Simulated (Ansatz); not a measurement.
Task: a check of PAW against all-electron LAPW of TiFe, space group Pm-3m, with Ansatz 0.2.0 through its Python package. Give the script and its output. Use (first run): LDA, PAW, the default cutoff (420 eV here), 11×11×11 k-points, Fermi-Dirac smearing of 0.1 eV, collinear spin.

```
CELL_PARAMETERS angstrom
2.97600 0.00000 0.00000
0.00000 2.97600 0.00000
0.00000 0.00000 2.97600
ATOMIC_POSITIONS crystal
Ti 0.50000 0.50000 0.50000
Fe 0.00000 0.00000 0.00000
```

`paw_lapw.py`:
```python
"""PAW against all-electron LAPW for TiFe."""

import ansatz as az
from ase import Atoms
import numpy as np


def count_gap(report):
    # lowest empty less highest filled band, counting bands; zero where they overlap
    return max(report.get("gap_by_band_count_ev") or 0.0, 0.0)

atoms = Atoms(
    ["Ti", "Fe"],
    scaled_positions=[
        (0.5, 0.5, 0.5),
        (0.0, 0.0, 0.0),
    ],
    cell=[
        (2.976, 0.0, 0.0),
        (0.0, 2.976, 0.0),
        (0.0, 0.0, 2.976),
    ],
    pbc=True,
)
atoms.set_initial_magnetic_moments([0.0, 2.4])
structure = az.Crystal.from_ase(atoms)

model = (
    structure.calculation()
    .occupations("Fermi-Dirac")
    .functional("lda")
    .spin("collinear")
    .kpoints(11, 11, 11)
    .stress()
    .forces()
    .band_table()
)
variants = {
    "PAW": model.pseudopotentials("paw"),
    "LAPW": model.pseudopotentials("all_electron", lapw=True),
}
# totals differ by the cores that each treatment holds, so compare what does not depend on them
rows = []
for label, variant in variants.items():
    r = variant.run(threads=1, backend="cpu").report
    levels = np.array(r["eigenvalues_ev"][0]) - r["fermi_energy_ev"]
    print(label, "levels at the first k-point near E_F:", np.round(levels[np.abs(levels) < 5], 3))
    rows.append((label, r["n_electrons"], np.trace(r["stress_gpa"]) / 3, count_gap(r), r["magnetization_mub"]))
lines = [",".join(["treatment", "electrons in bands", "P GPa", "gap by band count eV", "moment muB"])] + [",".join(f"{v:.4f}" if isinstance(v, float) else str(v) for v in row) for row in rows]
print("\n".join(lines))
with open("paw_lapw.csv", "w") as handle:
    handle.write("\n".join(lines) + "\n")
```

```console
$ python paw_lapw.py
DeckWarning: basis.ecutwfc = 420 eV, auto-derived from the records' recommended cutoffs: set by Ti (normal level)
RunWarning: the starting moments were not kept: the SCF closed with an absolute magnetisation of 2.4e-7 μB, where they sum to 2.4 μB in size (1 site). That is at most 0.1 of that sum. Measured as dr2_m measures the in/out step, that magnetisation stands 2.4e-14 eV from none, at or under the dr2_threshold of 1.0e-7 eV: it is no larger than a step whose dr2_m would equal this threshold. The system may hold no moment; this SCF shows only that its start led to no more than that. To try another [...]
PAW levels at the first k-point near E_F: [-3.572 -3.572 -0.869 -0.869 -0.869  1.293  1.293  3.188  3.188  3.188]
LAPW levels at the first k-point near E_F: [-3.573 -3.573 -0.87  -0.87  -0.87   1.295  1.295  3.19   3.19   3.19 ]
treatment,electrons in bands,P GPa,gap by band count eV,moment muB
PAW,28.0000,-17.1837,0.0000,0.0000
LAPW,34.0000,-17.2153,0.0000,-0.0000
```
(Warnings from the package without file and line, shortened, repeats left out.)

PAW gives -17.184 GPa and LAPW -17.215 GPa, 0.032 GPa apart. They took 6.6 and 48.2 s of processor time.

Reading the output:
- Absolute energies stand on the zero of these potentials, so only differences at equal settings mean something. A total without «per atom» is that of the whole cell that was run.
- The SCF didn't keep the moments it started from (some shrank, vanished or turned); what is printed is the state reached.
- The computed bands are complete only to about 3.5 eV above the Fermi level.
- A gap by band count of zero or less means overlapping bands, a metal.
- At these settings the cell as given stands under about -17 GPa, so it isn't at this functional's equilibrium volume.
- The starting cell is as deposited in a crystallographic database; the results hold for this polymorph, which needn't be the stable one.
- Levels are Kohn-Sham eigenvalues on this mesh.
- Pressure is positive in compression; the treatments may keep other shells as core, so totals and counts of electrons can differ.
- It ran for 56 s on 1 thread of Arm Neoverse V1, with other jobs on the host, peak memory 0.65 GiB.
